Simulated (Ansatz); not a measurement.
**F− with Si2H6: structure and interaction energy**

An exercise on one series of results from a longer session: the logs are not shown, and one member is left open.

The runs use Ansatz 0.2.0, Gaussian basis; PBE0-D4 structure, single points in def2-TZVPPD.

Levels: PBE-D4, revPBE-D4, BLYP-D4, r2SCAN-D4, B97M-V, PBE0-D4, B3LYP-D4, HSE06-D4, wB97X-V, wB97M-V, B2PLYP, Hartree-Fock, MP2, CCSD, CCSD(T). The reference is CCSD(T) extrapolated to the basis limit.

Cores are frozen in the correlated methods. B3LYP uses VWN-RPA correlation. B2PLYP carries no dispersion term here.

163 further runs of the same task are left out: 163 set aside as unsound or not needed. Runs told in other sessions of the task aren't counted.

## The starting structure

The pair, from a GFN2-xTB docking trial: 9 atoms, charge -1, spin multiplicity 1.

Atoms are counted from 1 here; the program's logs count them from 0.

Bond lengths: F1–Si3 1.773 Å, Si2–Si3 2.281 Å, Si2–H4 1.478 Å, Si2–H5 1.477 Å, Si2–H6 1.475 Å, Si3–H7 1.624 Å, Si3–H8 1.480 Å, Si3–H9 1.486 Å. Angles: Si3–Si2–H4 115.8°, Si3–Si2–H5 119.1°, Si3–Si2–H6 116.5°, H4–Si2–H5 100.7°, H4–Si2–H6 101.0°, H5–Si2–H6 100.7°, F1–Si3–Si2 93.0°, F1–Si3–H7 172.2°, F1–Si3–H8 86.1°, F1–Si3–H9 86.6°, Si2–Si3–H7 94.8°, Si2–Si3–H8 116.5°, Si2–Si3–H9 115.9°, H7–Si3–H8 90.5°, H7–Si3–H9 89.9°, H8–Si3–H9 127.4°.

As a file:

```csv
atom,x (Å),y (Å),z (Å)
F1,-0.75990,-0.15800,-1.94930
Si2,0.10850,1.04000,0.61650
Si3,-0.07470,-0.93520,-0.51000
H4,1.35110,1.22470,1.39480
H5,0.06840,2.30660,-0.14220
H6,-0.91130,1.30640,1.64830
H7,0.53050,-1.83720,0.69770
H8,1.06450,-1.30850,-1.37720
H9,-1.37720,-1.63880,-0.37870
```

Atoms 1 to 1 are fragment A (F−), the rest fragment B (Si2H6).

Set-up of the first run:

The input, pre/in.yaml:

```yaml
crystal:
  periodic: [false, false, false]
  atoms:
    - {symbol: F, position_ang: [-0.759900, -0.158000, -1.949300]}
    - {symbol: Si, position_ang: [0.108500, 1.040000, 0.616500]}
    - {symbol: Si, position_ang: [-0.074700, -0.935200, -0.510000]}
    - {symbol: H, position_ang: [1.351100, 1.224700, 1.394800]}
    - {symbol: H, position_ang: [0.068400, 2.306600, -0.142200]}
    - {symbol: H, position_ang: [-0.911300, 1.306400, 1.648300]}
    - {symbol: H, position_ang: [0.530500, -1.837200, 0.697700]}
    - {symbol: H, position_ang: [1.064500, -1.308500, -1.377200]}
    - {symbol: H, position_ang: [-1.377200, -1.638800, -0.378700]}
basis:
  gaussian: {orbitals: def2-SVPD}
total_charge: -1
hamiltonian: {xc: pbe, dispersion: d4}
relax: {f_tol: 0.03, max_steps: 250}
```

Run with:

```bash
> ansatz run in.yaml --threads 4 --pin off --events-out ev --progress --plain --max-ram 9574MiB
```

Steps of the session up to this table: A first relaxation in a small basis; Relaxation at PBE0-D4; wB97X-V/def2-TZVPPD; wB97M-V/def2-TZVPPD; B2PLYP/def2-TZVPPD; B97M-V/def2-TZVPPD; CCSD(T)/def2-TZVPPD; MP2/def2-QZVPPD; Hartree-Fock/STO-3G; SPW92/def2-SVP; wB97M-V/def2-SVP; CCSD(T)/def2-SVP; Vibrations of the pair.

One table of the session follows, with a row left open; its other results are not shown here.

```
      method  interaction (meV)
      PBE-D4              -2826
   revPBE-D4              -2784
     BLYP-D4              -2700
   r2SCAN-D4              -3039
      B97M-V              -3150
     PBE0-D4              -3029
    B3LYP-D4              -2900
    HSE06-D4              -3029
     wB97X-V                  ?
     wB97M-V              -3036
      B2PLYP              -2845
Hartree-Fock              -3042
         MP2              -2892
        CCSD              -2929
     CCSD(T)              -2901
 CCSD(T)/CBS              -3040
```

Estimate the missing values for wB97X-V.

**Answer.** interaction (meV): -2975. In the column «interaction (meV)» it lies between HSE06-D4 (-3029) and CCSD (-2929).
